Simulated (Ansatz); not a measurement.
**C3H4BF: basis-set convergence**

How large a basis does C3H4BF need? Two functionals are run in growing sets.

Computed with Ansatz 0.2.0, Gaussian basis. Level: one geometry, several basis sets.

The runs, in order: PBE0-D4/def2-SVP; ωB97M-V/def2-SVP; PBE0-D4/def2-QZVPP; ωB97M-V/def2-QZVPP; the functionals' def2-TZVPP values are taken from earlier runs.

## Step 1: The relaxed structure

All runs share one geometry, relaxed beforehand with PBE0-D4 in a triple-zeta def2 set.

SMILES `FC1=CCB1`, 9 atoms, charge 0, spin multiplicity 1.

Atoms are counted from 1 here; the program's logs count them from 0.

Bond lengths: F1–C2 1.316 Å, C2–C3 1.357 Å, C2–B5 1.502 Å, C3–C4 1.506 Å, C3–H6 1.089 Å, C4–B5 1.593 Å, C4–H7 1.090 Å, C4–H8 1.087 Å, B5–H9 1.191 Å. Angles: F1–C2–C3 129.2°, F1–C2–B5 141.8°, C3–C2–B5 81.9°, C2–C3–C4 100.8°, C2–C3–H6 129.7°, C4–C3–H6 128.2°, C3–C4–B5 74.5°, C3–C4–H7 116.3°, C3–C4–H8 114.0°, B5–C4–H7 118.4°, B5–C4–H8 117.9°, H7–C4–H8 111.3°, C2–B5–C4 91.0°, C2–B5–H9 131.6°, C4–B5–H9 131.7°.

As a file:

```mol
C3H4BF
  3D, bonds by distance, orders not assigned

  9  9  0  0  0  0  0  0  0  0999 V2000
    1.3330    0.6144    2.0129 F   0  0
    0.5461    0.1793    1.0519 C   0  0
    0.8404   -0.0799   -0.2474 C   0  0
   -0.4834   -0.6040   -0.7381 C   0  0
   -0.8316    0.3595    0.4823 B   0  0
    1.7069    0.2164   -0.8364 H   0  0
   -0.7811   -0.2991   -1.7415 H   0  0
   -0.6164   -1.6730   -0.5952 H   0  0
   -1.6253    1.2403    0.5945 H   0  0
  1  2  8  0
  2  3  8  0
  3  4  8  0
  4  5  8  0
  3  6  8  0
  4  7  8  0
  4  8  8  0
  5  9  8  0
  2  5  8  0
M  END
```

## Step 2: PBE0-D4 in def2-SVP

Contents of in.yaml:

```yaml
crystal:
  periodic: [false, false, false]
  atoms:
    - {symbol: F, position_ang: [1.333005, 0.614379, 2.012918]}
    - {symbol: C, position_ang: [0.546065, 0.179319, 1.051886]}
    - {symbol: C, position_ang: [0.840441, -0.079923, -0.247365]}
    - {symbol: C, position_ang: [-0.483359, -0.604034, -0.738107]}
    - {symbol: B, position_ang: [-0.831579, 0.359458, 0.482250]}
    - {symbol: H, position_ang: [1.706851, 0.216385, -0.836420]}
    - {symbol: H, position_ang: [-0.781120, -0.299117, -1.741544]}
    - {symbol: H, position_ang: [-0.616381, -1.673002, -0.595250]}
    - {symbol: H, position_ang: [-1.625321, 1.240337, 0.594532]}
basis:
  gaussian: {orbitals: def2-SVP}
hamiltonian: {xc: pbe0, dispersion: d4}
output: {orbitals: {seedname: orbitals}}
```

Started as:

```sh
$ ansatz run in.yaml --threads 2 --pin off --events-out ev --progress --plain --max-ram 4352MiB
```

After this run come: ωB97M-V in def2-SVP; PBE0-D4 in def2-QZVPP; ωB97M-V in def2-QZVPP.

**Question.** What will the summary of the whole plan be? Wanted: PBE0-D4: double and triple zeta above quadruple; ωB97M-V: double and triple zeta above quadruple.

As calculated:

| quantity | value |
| --- | --- |
| PBE0-D4: double and triple zeta above quadruple | 7.78, 0.35 eV |
| ωB97M-V: double and triple zeta above quadruple | 8.03, 0.33 eV |

What this shows: For PBE0-D4 the step from double to triple zeta gains 7.43 eV and the next only 0.35 eV. These are total energies; as a rule much of such shifts cancels in differences, which this series doesn't test. The LUMO of ωB97M-V is positive and keeps falling with the basis (1.77 to 1.20 eV): an unbound level that the basis holds in place.
